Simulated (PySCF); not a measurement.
**[Tl(NH2)2]+: other functionals and bases at one geometry**

An exercise on one series of results from a longer session: the logs are not shown, and one member is left open.

Program: PySCF 2.14.0. Level of theory: several levels, as the steps say, no spin–orbit coupling. These are calculated values, not measurements.

1 further run of the same task is left out (for a known fault of the program).

## The system as given

7 atoms, charge 1, spin multiplicity 1.

Bond lengths: Tl1–N2 2.019 Å, Tl1–N5 2.019 Å, N2–H3 1.024 Å, N2–H4 1.024 Å, N5–H6 1.024 Å, N5–H7 1.024 Å. Angles: N2–Tl1–N5 168.1°, Tl1–N2–H3 111.7°, Tl1–N2–H4 111.5°, H3–N2–H4 108.9°, Tl1–N5–H6 111.7°, Tl1–N5–H7 111.5°, H6–N5–H7 108.9°.

Geometry (Å):

```
Tl    0.0000    0.0000   -0.0580
N     2.0041   -0.1309    0.1511
H     2.4535   -0.4638   -0.7063
H     2.4137    0.7707    0.4106
N    -2.0041    0.1309    0.1511
H    -2.4535    0.4638   -0.7063
H    -2.4137   -0.7707    0.4106
```

Formal oxidation states: Tl +3. An earlier session relaxed this geometry at PBE0, Tl def2-SVP with ECP60, N def2-SVP, H def2-SVP (singlet, point group C2).

At PBE0 on the finer grid: E = -283.907733 Eh, HOMO -13.18 eV, LUMO -7.36 eV, Mulliken charge on Tl1 +0.82 e, largest force component 0.023 eV/Å. 

Levels to run: M06-L; wB97X; PBE0, TZVP. Hardware: 2 threads of Arm Neoverse V1, shared host.

The first run:

Contents of run.py (the lines that set the calculation):

```python
mol = gto.M(atom='''
Tl     0.00000     0.00000    -0.05796
N      2.00412    -0.13091     0.15107
H      2.45347    -0.46379    -0.70628
H      2.41367     0.77068     0.41055
N     -2.00412     0.13091     0.15107
H     -2.45347     0.46379    -0.70628
H     -2.41367    -0.77068     0.41055''',
    basis={'Tl': 'def2-SVP', 'N': 'def2-SVP', 'H': 'def2-SVP'},
    ecp={'Tl': 'def2-SVP'},
    charge=1, spin=0)
mf = dft.RKS(mol, xc='M06L')
mf.grids.atom_grid = (75, 302)
mf = mf.density_fit()  # fitting sets: Tl def2-universal-JKFIT, N def2-universal-JKFIT, H def2-universal-JKFIT
mf.conv_tol = 1e-08; mf.max_cycle = 55
mf.kernel(dm0)  # dm0: the density of the relaxed state
```

On the command line:

```sh
$ OMP_NUM_THREADS=2 python run.py
```

Steps of the session up to this table: M06-L; wB97X; PBE0, TZVP.

One table of the session follows, with a row left open; its other results are not shown here.

```
              level  HOMO (eV)  gap (eV)  charge on Tl1 (e)  dipole (D)  largest force component (eV/Å)
PBE0 (relaxed here)     -13.18      5.82               0.82        1.74                            0.02
              M06-L     -11.98      3.98               0.94        1.70                            0.45
              wB97X     -15.52     10.25               0.85        1.84                            0.24
         PBE0, TZVP          ?         ?                  ?           ?                               ?
```

Q: Estimate the row for PBE0, TZVP from the others.

**Answer.** HOMO (eV): -13.25; gap (eV): 5.95; charge on Tl1 (e): 0.99; dipole (D): 1.64; largest force component (eV/Å): 0.30. In the column «HOMO (eV)» it lies between wB97X (-15.52) and PBE0 (relaxed here) (-13.18).

The dipole of a charged species depends on the origin, so these sizes hold for this origin alone.

In one basis the HOMO–LUMO gap runs from 3.98 eV (M06-L) to 10.25 eV (wB97X). The largest leftover force, 0.45 eV/Å with M06-L, stands at a geometry relaxed at another level. Total energies of different levels can't be compared.
